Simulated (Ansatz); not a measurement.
# CH6OS2Si: one species, many methods

One table from this session's results is given with a row withheld; the runs are named, their logs left out.

Computed with Ansatz 0.2.0, Gaussian basis. Level: functionals in def2-TZVPP, the program's frozen cores in correlated methods.

Plan: LDA (SPW92), PBE-D4, revPBE-D4, BLYP-D4, r2SCAN-D4, B97M-V, PBE0-D4, B3LYP-D4, r2SCANh-D4, r2SCAN0-D4, HSE06-D4, BHLYP-D4, CAM-B3LYP-D4, LC-ωPBE, ωB97X-V, ωB97M-V, B2PLYP, PBE-QIDH; CCSD(T)/def2-SVP; CCSD(T)/def2-TZVPP; MP2/def2-QZVPP; extrapolation to the limit; RPA on PBE.

## Structure used throughout

An earlier PBE0-D4 in a triple-zeta def2 set relaxation fixed the geometry.

11 atoms, charge 0, spin multiplicity 1.

Atoms are counted from 1 here; the program's logs count them from 0.

Bond lengths: C1–S2 1.800 Å, C1–H6 1.089 Å, C1–H7 1.093 Å, C1–H8 1.090 Å, S2–S3 2.064 Å, S3–Si4 2.142 Å, Si4–O5 1.638 Å, Si4–H9 1.481 Å, Si4–H10 1.485 Å, O5–H11 0.960 Å. Angles: S2–C1–H6 110.4°, S2–C1–H7 106.1°, S2–C1–H8 111.0°, H6–C1–H7 109.4°, H6–C1–H8 110.4°, H7–C1–H8 109.4°, C1–S2–S3 102.3°, S2–S3–Si4 93.5°, S3–Si4–O5 112.8°, S3–Si4–H9 107.5°, S3–Si4–H10 107.1°, O5–Si4–H9 106.7°, O5–Si4–H10 110.9°, H9–Si4–H10 111.9°, Si4–O5–H11 115.5°.

The first run:

in.yaml

```yaml
crystal:
  periodic: [false, false, false]
  atoms:
    - {symbol: C, position_ang: [-0.921935, -0.613482, 1.778843]}
    - {symbol: S, position_ang: [-1.396617, -0.653841, 0.042846]}
    - {symbol: S, position_ang: [-1.010615, 1.281281, -0.562530]}
    - {symbol: Si, position_ang: [0.979861, 0.823137, -1.208978]}
    - {symbol: O, position_ang: [1.016908, -0.280037, -2.418806]}
    - {symbol: H, position_ang: [-1.537035, 0.100601, 2.325027]}
    - {symbol: H, position_ang: [-1.103038, -1.619364, 2.165043]}
    - {symbol: H, position_ang: [0.133917, -0.368071, 1.888636]}
    - {symbol: H, position_ang: [1.568714, 2.068499, -1.751470]}
    - {symbol: H, position_ang: [1.722441, 0.332295, -0.019754]}
    - {symbol: H, position_ang: [0.612799, -1.127915, -2.218257]}
basis:
  gaussian: {orbitals: def2-TZVPP}
hamiltonian: {xc: lda}
output: {orbitals: {seedname: orbitals}}
```

The run is started by

```console
ansatz run in.yaml --threads 4 --pin off --events-out ev --progress --plain --max-ram 10444MiB
```

Among the steps run: LDA; PBE-D4 (GGA); revPBE-D4 (GGA); BLYP-D4 (GGA); r2SCAN-D4 (meta-GGA); B97M-V (meta-GGA); B3LYP-D4 (hybrid); r2SCANh-D4 (hybrid); r2SCAN0-D4 (hybrid); HSE06-D4 (hybrid); BHLYP-D4 (hybrid); CAM-B3LYP-D4 (range-separated); LC-ωPBE (range-separated); ωB97X-V (range-separated); ωB97M-V (range-separated); B2PLYP (double hybrid); PBE-QIDH (double hybrid).

One table of the session follows, with a row left open; its other results are not shown here.

It belongs to the step «Frontier levels by functional». 

| functional | HOMO (eV) | gap (eV) |
| --- | --- | --- |
| LDA (SPW92) | -5.86 | 3.71 |
| PBE-D4 | -5.74 | 3.81 |
| revPBE-D4 | -5.69 | 3.85 |
| BLYP-D4 | -5.59 | 3.80 |
| r2SCAN-D4 | -5.98 | 4.23 |
| B97M-V | -6.10 | 4.42 |
| PBE0-D4 | -6.93 | 5.97 |
| B3LYP-D4 | -6.70 | 5.53 |
| r2SCANh-D4 | -6.42 | 5.03 |
| r2SCAN0-D4 | -7.08 | 6.22 |
| HSE06-D4 | ? | ? |
| BHLYP-D4 | -7.99 | 8.12 |
| CAM-B3LYP-D4 | -8.22 | 8.41 |
| LC-ωPBE | -9.57 | 10.95 |
| ωB97X-V | -9.23 | 10.48 |
| ωB97M-V | -9.06 | 10.15 |

**Question.** Estimate the row for HSE06-D4.

The run gave: HOMO (eV): -6.53; gap (eV): 5.19. In the column «HOMO (eV)» it lies between B3LYP-D4 (-6.70) and r2SCANh-D4 (-6.42).
